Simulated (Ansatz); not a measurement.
# NiMoIrPdW (P3m1) in Ansatz: relaxation of cell and atoms with PBEsol+D3(BJ)

Aim: the relaxation of cell and atoms of NiMoIrPdW with PBEsol+D3(BJ).

All numbers are computed with Ansatz 0.2.0; they aren't measurements. Logs are shortened: lines on timing, memory, paths and dates and some standing lists are left out, and cuts for length are marked.

## (1) The structure

The structure is trigonal, space group P3m1 (No. 156). The conventional cell has a = 2.766 Å, b = 2.766 Å, c = 11.023 Å, α = 90.00°, β = 90.00°, γ = 120.00°. Ni (site symmetry 3m) is surrounded by 3 Mo at 2.60 Å and 3 Pd at 2.71 Å and 6 Ni at 2.77 Å. Mo (site symmetry 3m) is surrounded by 3 Ni at 2.60 Å and 6 Mo at 2.77 Å and 3 Ir at 2.82 Å. Pd (site symmetry 3m) has 3 Ni at 2.71 Å and 3 W at 2.74 Å and 6 Pd at 2.77 Å as nearest neighbours. Ir (site symmetry 3m) is surrounded by 3 W at 2.74 Å and 6 Ir at 2.77 Å and 3 Mo at 2.82 Å. Around W (site symmetry 3m) lie 3 Pd at 2.74 Å and 3 Ir at 2.74 Å and 6 W at 2.77 Å.

The cell was built by a generator and needn't be a form met in nature.

## (2) Relaxation of cell and atoms, PBEsol+D3(BJ), collinear spin, ferromagnetic start

Input file input.yaml:

```yaml
crystal:
  lattice:
    - [2.76616, 0.0, 0.0]
    - [-1.38308, 2.39557, 0.0]
    - [0.0, 0.0, 11.02292]
  atoms:
    - { symbol: Ni, position: [0.33333, 0.66667, 0.59712], spin: 1.0 }
    - { symbol: Mo, position: [0.0, 0.0, 0.41074], spin: 1.0 }
    - { symbol: Pd, position: [0.66667, 0.33333, 0.7952] }
    - { symbol: Ir, position: [0.66667, 0.33333, 0.1996], spin: 0.6 }
    - { symbol: W, position: [0.33333, 0.66667, 0.99734] }
hamiltonian:
  xc: pbesol
  pseudopotentials: { kind: paw }
  dispersion: d3bj
magnetization:
  spin_polarized: true
kpoints:
  mp_grid: { grid: [8, 8, 2] }
scf:
  occupations: { method: fermi_dirac, width: 0.05 }
output:
  forces: true
  stress: true
  eigenvalues: true
  write_density: true
  write_potential: true
  elf: true
  volumetric_format: npy
relax:
  f_tol: 0.01
  max_steps: 40
  cell: { stress_tol: 0.05 }
```

Potentials or basis: Ansatz PAW.

On the command line:

```
ansatz run input.yaml --threads 8 --pin off --max-ram 20480MiB --backend cpu --events-out ev --progress --plain --runs-dir out
```

The program printed:

```text
Warning: the atoms were moved onto the symmetric positions of the space group found under crystal.symmetry.tolerance 1.0e-5 (fractional; no operation is sought that the atoms, as they stand in a round, miss by more than twice it, and no atom is moved by as much as it), and the run uses the moved positions. Before a round's move an operation carried an atom to 2.77e-5 Å from where it should land, the largest such distance. Atom 0 (counting from 0) moved farthest, by 1.60e-5 Å; the longest move in fractions of the cell, of whichever atom, is 0.47 of the tolerance, in 1 round. To run the atoms as typed, lower crystal.symmetry.tolerance until the operations that they miss are no longer found, or set crystal.symmetry.detect: false (a key that needs symmetry detection or time reversal refuses this as the deck is read). The positions used, in the order of the run's atom list: position: [0.3333333333333333, 0.6666666666666666, 0.59712]; position: [0.0, 0.0, 0.41074]; position: [0.6666666666666666, 0.3333333333333333, 0.7952]; position: [0.6666666666666666, 0.3333333333333333, 0.1996]; position: [0.3333333333333333, 0.6666666666666666, 0.99734]; The lattice was moved too: crystal.lattice keeps the space group found at crystal.symmetry.tolerance 1.0e-5 only nearly: the operation that it misses by the most changes a squared length by the fraction 3.74e-6. The run uses the lattice that is a stretch of the typed one, with no rotation, onto the one that keeps every operation to a double's rounding (on a very oblique basis the stretch itself rounds by more); the deck's lattice vector that moved farthest moved by 2.98e-6 Å. To run the lattice as typed, set crystal.symmetry.tolerance under 3.73e-6, the least fraction by which an operation that the lattice misses changes a squared length (the same key also sets how far an atom may lie from its image, so lowering it can lose operations that the atoms keep only within it), or set crystal.symmetry.detect: false, as for the atoms. crystal.lattice made exact, in Å and degrees: [[2.766162984364202, 0.0, 0.0], [-1.383081492182101, 2.3955674154675757, 0.0], [0.0, 0.0, 11.02292]]. Pasted over the deck's crystal.lattice, beside positions in fractional coordinates, it runs the same cell (given as lengths and angles, that cell in the form's own orientation, a rigid turn of the misfit's size from the one run here, for which a checkpoint.post_process_only pass over this run's state can be refused: where this run relaxes nothing, give such a pass this deck's own crystal.lattice, as typed; behind a relaxation, as crystal.lattice, the state's own cell, identity.cell in its checkpoint.json), and a matrix so pasted ends this notice, except on a very skew basis of the lattice, where the rounding of the pasted numbers themselves can read as a misfit: the cell is then moved again, and that move is told again. The lattice as run is in this notice's lattice.as_run_ang field (Run.prep()["deck_notices"] in Python, the deck_notice line of an events file, deck_notices of ansatz run --dry-run=json, or deck_notices in record.json in the deck's checkpoint.write directory).
Warning: RAYON_NUM_THREADS=8 ignored (pool sized by the plan → 8); use --threads N
Engine: ansatz 0.2.0, x86_64-unknown-linux-gnu
Pseudopotentials: kind: paw
Pseudopotential: Ni, paw, valence charge 18, recommended cutoff 420 eV (normal), Ni.paw.azcp
Pseudopotential: Mo, paw, valence charge 14, recommended cutoff 420 eV (normal), Mo.paw.azcp
Pseudopotential: Pd, paw, valence charge 18, recommended cutoff 420 eV (normal), Pd.paw.azcp
Pseudopotential: Ir, paw, valence charge 17, recommended cutoff 420 eV (normal), Ir.paw.azcp
Pseudopotential: W, paw, valence charge 14, recommended cutoff 420 eV (normal), W.paw.azcp
Functional definition: PBEsol
  exchange = pbesol_x
  correlation = pbesol_c
Crystal: 5 atoms, lattice volume = 73.044 Å³
Basis set: ecut = 420 eV, 1429 PW (Γ), exchange–correlation on 40×40×150 points (8 copies of the dense FFT grid, shifted against one another)
Bands: 51, of which v1, the nominal top of the filled ones, is band 41 counted from 1 (40 counted from 0)
Symmetry: 6 space group operations
Space group: P3m1 (ITA 156), of the structure as read, at distance tolerance 4.2e-5 Å
Magnetic group: BNS 156.49 (UNI 1279), of the structure as read, at distance tolerance 4.2e-5 Å
k-points: 20 of 128 (time reversal used)
Non-local potential: Ni, projectors of the file, l = 0: 3, l = 1: 2, l = 2: 3, l = 3: 1
Non-local potential: Mo, projectors of the file, l = 0: 3, l = 1: 2, l = 2: 2, l = 3: 1
Non-local potential: Pd, projectors of the file, l = 0: 2, l = 1: 2, l = 2: 2, l = 3: 1
Non-local potential: Ir, projectors of the file, l = 0: 3, l = 1: 2, l = 2: 2, l = 3: 1
Non-local potential: W, projectors of the file, l = 0: 3, l = 1: 2, l = 2: 2, l = 3: 1
PAW form: soft (Blöchl's): semilocal exchange-correlation on the pseudo side does not see the compensation charge
PAW frozen core: Ni, regenerated for the run's functional, and the local potential with it (the file was generated under x = pbe(κ = 0.804, μ = 0.2195149727645171), c = pbe(β = 0.06672455060314922))
PAW frozen core: Mo, regenerated for the run's functional, and the local potential with it (the file was generated under x = pbe(κ = 0.804, μ = 0.2195149727645171), c = pbe(β = 0.06672455060314922))
PAW frozen core: Pd, regenerated for the run's functional, and the local potential with it (the file was generated under x = pbe(κ = 0.804, μ = 0.2195149727645171), c = pbe(β = 0.06672455060314922))
PAW frozen core: Ir, regenerated for the run's functional, and the local potential with it (the file was generated under x = pbe(κ = 0.804, μ = 0.2195149727645171), c = pbe(β = 0.06672455060314922))
PAW frozen core: W, regenerated for the run's functional, and the local potential with it (the file was generated under x = pbe(κ = 0.804, μ = 0.2195149727645171), c = pbe(β = 0.06672455060314922))
PAW one-centre angular grid: Ni, 590 points (default); XC on 64 Gauss nodes
[... 169 lines left out ...]
SCF iter  18: F=—  HF=-39667.950883 eV  |F-HF|=—  |Δ(HF+E_count)|=  3.64e-11  Δρ=7.54e-8 (↑7.31e-8 ↓7.54e-8)  dr2=6.05e-11  dr2_m=1.10e-15  M=-0.000 μB ∫|m|=0.000 μB  β_m=0.47  ethr=1.00e-12  ⟨swp⟩=1.0  Hψ=2040  notcnv=0
SCF iter  19: F=—  HF=-39667.950883 eV  |F-HF|=—  |Δ(HF+E_count)|=    0.00e0  Δρ=1.11e-8 (↑1.11e-8 ↓5.91e-9)  dr2=2.84e-13  dr2_m=6.21e-15  M=-0.000 μB ∫|m|=0.000 μB  β_m=0.51  ethr=1.00e-12  ⟨swp⟩=1.0  Hψ=2040  notcnv=0
SCF iter  20: F=-39667.950883 eV  HF=-39667.950883 eV  |F-HF|=2.18e-11  |Δ(HF+E_count)|=    0.00e0  Δρ=5.06e-8 (↑4.91e-8 ↓5.06e-8)  dr2=1.18e-11  dr2_m=3.73e-16  M=-0.000 μB ∫|m|=0.000 μB  ethr=1.00e-12  ⟨swp⟩=4.0  Hψ=7860  notcnv=0
the starting moments were not kept: the SCF closed with an absolute magnetisation of 1.0e-7 μB, where they sum to 2.6 μB in size (3 sites). That is at most 0.1 of that sum. Measured as dr2_m measures the in/out step, that magnetisation stands 1.4e-14 eV from none, at or under the dr2_threshold of 5.0e-11 eV: it is no larger than a step whose dr2_m would equal this threshold.
SCF 7 converged in 20 iterations: F = -39667.950883 eV  dr2 = 1.18e-11
relax step   7: F+E_penalty+E_count = -39667.95088293 eV  Δ(F+E_penalty+E_count) = +1.616e-3 eV  max|allowed force component| = 2.357e-3 eV/Å  Δτ_max = 0.0000 Å  P = +0.018 GPa  Ω = 68.711 Å³  stress off target by 2.14e-2 GPa  SCF on the basis re-selected at this cell (its energy is not comparable with the rows above)  (20 SCF iters)
basis re-selected at this cell: Δ(F+E_penalty+E_count) = +1.616e-3 eV, ΔP = +0.024 GPa vs the last step (what re-selecting the basis moved, of the pressure what is left beyond the Pulay correction that the steps carried, after the strain that the cell walked since its last selection, with what the two solves' SCF thresholds leave and, on support functions, any second-order correction that the steps lacked; it is no measure of the basis error at this ecutwfc). This SCF's stress stands 2.14e-2 GPa from its target on what of the cell is left free (relax.cell.stress_tol is 5.00e-2 GPa) and its largest allowed force component is 2.36e-3 eV/Å (relax.f_tol is 1.00e-2 eV/Å): within both
SCF converged after 20 iterations
Magnetization: -0.0000 μB (40.5000 up, 40.5000 down)
Absolute magnetization: 0.0000 μB (∫|ρ↑−ρ↓|, with the PAW one-centre terms)
Spin contamination: 0.0000 ħ² per cell (⟨S²⟩ above its minimum at these occupations)
Per-site moments (μB) at R_I (Å): [(-7.125551935394312e-8, 1.0511561950666033), (-1.1257501851045513e-8, 1.0511561950666033), (-5.8712716537860485e-9, 1.0824234217365822), (-2.251139461777243e-9, 1.1173441333765635), (-1.988460957934674e-9, 1.1106537892036783)]
Free energy (F): -39667.950883 eV
Harris-Foulkes:  -39667.950883 eV  (|F-HF|=2.18e-11)
Internal energy: -39667.905857 eV  (E = F + TS)
E sigma→0 (E₀):  -39667.928370 eV
Entropy (-TS):   -0.045026 eV (-9.005 meV/atom)
Fermi energy:    22.501242 eV
--- Per-component energies (eV) ---
  E_band       = -561.249245
  E_kinetic    = 2318.663739
  E_local      = -8263.454954  (includes V_loc(G=0)·N_el)
  E_nonlocal   = 1080.358654
  E_hartree    = 3378.457214
  E_xc         = -969.550259
  E_vxc        = -1091.652430  (∫ρ·V_xc dr)
  E_paw        = -25949.558394  (= ΣΔE_a)
  E_vpaw       = -1362.079654  (= ΣTr[D̂ρ^β])
  E_aug_tail   = 0.000756  (compensation charges beyond the density's cutoff)
  E_ewald      = -11260.695568
  E_disp       = -3.323236  (pairwise vdW)
  E_core_change = 1.196189  (= ΣΔE_core)
  E_smearing   = -0.045026  (= −TS)
  E_closure    = 0.000000  (closes the sum)
  Σ components = -39667.950883   (vs F -39667.950883, Δ=0.00e0)
--- Forces (eV/Å), atoms counted from 1 ---
  atom   1  Ni     0.00000000    -0.00000000    -0.00143463
  atom   2  Mo    -0.00000000     0.00000000     0.00235633
  atom   3  Pd    -0.00000000    -0.00000000    -0.00010630
  atom   4  Ir     0.00000000     0.00000000    -0.00155951
  atom   5  W      0.00000000    -0.00000000     0.00074285
  max |Σ_I F_I| component: 1.25e-6 eV/Å
--- Stress (GPa, compression-positive) ---
        0.016191       0.000000      -0.000000
        0.000000       0.016191       0.000000
       -0.000000       0.000000       0.021435
  P = ⅓ Tr σ = 0.0179 GPa (0.179 kbar)
--- Band table (eV; the first three rows and the last of 40) ---
  k-point 0 ↑: bands = ["-80.2979", "-70.2372", "-62.3933", "-51.4261", "-40.9804", "-40.7397", "-40.7397", "-38.4302", "-28.2728", "-27.8786", "-27.8786", "-27.0767", "-26.8115", "-26.8115", "-15.8844", "-14.9410", "-14.9410", "-12.6392", "-11.7061", "-11.7061", "12.6494", "14.5217", "15.2639", "16.0819", "17.0204", "18.9264", "18.9264", "19.0166", "19.0298", "19.0298", "19.7108", "20.0526", "20.0526", "20.5921", "20.5921", "20.6204", "20.8700", "20.8700", "21.3922", "21.3922", "21.5027", "22.1229", "22.1229", "22.2682", "22.8697", "22.8697", "25.0338", "25.0338", "25.9571", "25.9571", "32.4845"]
  k-point 1 ↑: bands = ["-80.2979", "-70.2372", "-62.3933", "-51.4261", "-40.9804", "-40.7397", "-40.7397", "-38.4302", "-28.2728", "-27.8786", "-27.8786", "-27.0767", "-26.8115", "-26.8115", "-15.8843", "-14.9410", "-14.9410", "-12.6392", "-11.7061", "-11.7061", "12.7047", "14.2705", "15.3123", "16.2735", "17.1488", "18.9270", "18.9270", "19.0298", "19.0298", "19.1610", "19.5607", "20.0199", "20.0199", "20.3935", "20.6934", "20.6934", "20.8702", "20.9688", "20.9688", "21.1235", "21.1235", "22.2628", "22.2628", "22.8421", "22.8421", "23.1030", "25.0090", "25.0090", "25.9697", "25.9697", "31.5459"]
  k-point 2 ↑: bands = ["-80.2969", "-70.2306", "-62.3867", "-51.4061", "-40.9788", "-40.7494", "-40.7422", "-38.3948", "-28.2652", "-27.9342", "-27.8921", "-27.0637", "-26.9048", "-26.8338", "-15.8533", "-15.1635", "-14.9912", "-12.6044", "-11.9345", "-11.7575", "13.2720", "15.1029", "15.7354", "16.5198", "17.3391", "18.4227", "18.7412", "19.0392", "19.3242", "19.3427", "19.4522", "19.6197", "19.9492", "20.0316", "20.5684", "20.7030", "20.7556", "20.9837", "21.0144", "21.3461", "21.4191", "21.8724", "22.4389", "22.6035", "23.0474", "23.2231", "24.9510", "25.7309", "25.8703", "26.6588", "32.8708"]
  k-point 19 ↓: bands = ["-80.2903", "-70.1872", "-62.3435", "-51.2738", "-40.9686", "-40.7940", "-40.7765", "-38.1578", "-28.2154", "-28.1863", "-28.0866", "-27.3207", "-27.1562", "-26.9783", "-16.1119", "-15.7344", "-15.6471", "-12.9183", "-12.5257", "-12.3726", "16.6147", "16.8198", "17.2842", "17.5317", "17.8502", "17.9359", "18.2016", "18.2787", "18.6944", "19.0525", "19.1646", "19.6102", "20.0012", "20.4109", "20.7444", "21.0905", "21.6772", "21.9567", "22.4944", "22.7093", "22.8282", "23.1453", "24.2436", "24.6177", "25.1035", "27.0594", "27.5216", "28.9221", "29.4515", "29.7610", "31.1794"]
--- Relaxed structure (6 steps of the walk, 5 accepted, 1 SCFs on fresh bases) ---
  F+E_penalty+E_count = -39667.95088293 eV   max|allowed force component| = 2.357e-3 eV/Å   (the final SCF, on the basis selected at the relaxed cell)
  cell:  # Å, volume = 68.7113 Å³
    - [2.7101167931016423, -2.074125732741293e-18, -1.236541475429034e-17]
    - [-1.3550583965508212, 2.3470299900488376, 6.182707377145167e-18]
    - [-4.9275107205836254e-17, -9.480028450367324e-33, 10.802428510834812]
  atoms:
    - { symbol: Ni, position: [0.33333333333333326, 0.6666666666666665, 0.5981620985554891] }
    - { symbol: Mo, position: [5.44820966772534e-19, -7.449988968273278e-34, 0.41197147242810706] }
    - { symbol: Pd, position: [0.6666666666666665, 0.33333333333333326, 0.7931664663993251] }
    - { symbol: Ir, position: [0.6666666666666665, 0.33333333333333326, 0.2006918595283133] }
    - { symbol: W, position: [0.33333333333333326, 0.6666666666666665, 0.9960081030887655] }
```

It took 38 s on 8 threads of AMD EPYC 7R43 (Zen 3), shared host; peak memory 0.7 GiB.

What came out:

```
Free energy                            : -39667.9509 eV
Relaxed volume                         : 13.74 Å³/atom
Relaxed cell                           : a = 2.710 Å, b = 2.710 Å, c = 10.802 Å, α = 90.00°, β = 90.00°, γ = 120.00°
Space group after relaxing (to 0.05 Å) : P3m1 (No. 156)
Energy gained by relaxing              : 43.0 meV/atom
Ionic steps                            : 6
Pressure after relaxing                : 0.0 GPa
Band gap on the k mesh                 : none (metal or under the smearing width)
Net moment                             : 0.00 μB per cell
Absolute moment                        : 0.00 μB per cell
```

Forces in eV/Å, atoms in the order of the input:
```
Ni   0.000  0.000 -0.001
Mo   0.000  0.000  0.002
Pd   0.000  0.000  0.000
Ir   0.000  0.000 -0.002
W    0.000  0.000  0.001
```

The path:
```tsv
step	energy change (eV)	largest force (eV/Å)	volume (Å³)
1	0.0000	0.1507	73.04
2	-0.2090	0.0644	69.45
3	-0.2165	0.0307	68.62
4	-0.2166	0.0114	68.71
5	-0.2166	0.0024	68.71
6	-0.2150	0.0024	68.71
```

Final structure:
```
Ni Mo Pd Ir W
1.0
     2.71012    0.00000    0.00000
    -1.35506    2.34703    0.00000
     0.00000    0.00000   10.80243
Ni Mo Pd Ir W
1 1 1 1 1
Direct
  0.33333 0.66667 0.59816
  0.00000 0.00000 0.41197
  0.66667 0.33333 0.79317
  0.66667 0.33333 0.20069
  0.33333 0.66667 0.99601
```

Caveat: the plane-wave basis is chosen anew once the cell has moved, so the energies of steps on either side of that aren't comparable; pairwise dispersion overbinds metals, which lowers pressure and volume; the PAW data sets come from PBE, with cores solved anew for the run's functional, which leaves a small shift of forces and pressure; the starting moments weren't kept. Spin-orbit coupling is left out, which matters for the levels of Ir, W.

## (3) The reference run

An earlier run on the cell as given: functional PBE; potentials or basis Ansatz PAW; cutoff 420 eV (not typed: the program's choice for these potentials); k mesh 11 × 11 × 3; occupations fermi-dirac, width 0.05 eV; collinear spin, ferromagnetic start; starting moments [1.0, 1.0, 0.0, 0.6, 0.0] μB.

- Pressure: 0.1 GPa
- Largest force: 0.161 eV/Å
- Band gap on the k mesh: none (metal or under the smearing width)
- Net moment: 0.00 μB per cell
- Absolute moment: 0.00 μB per cell
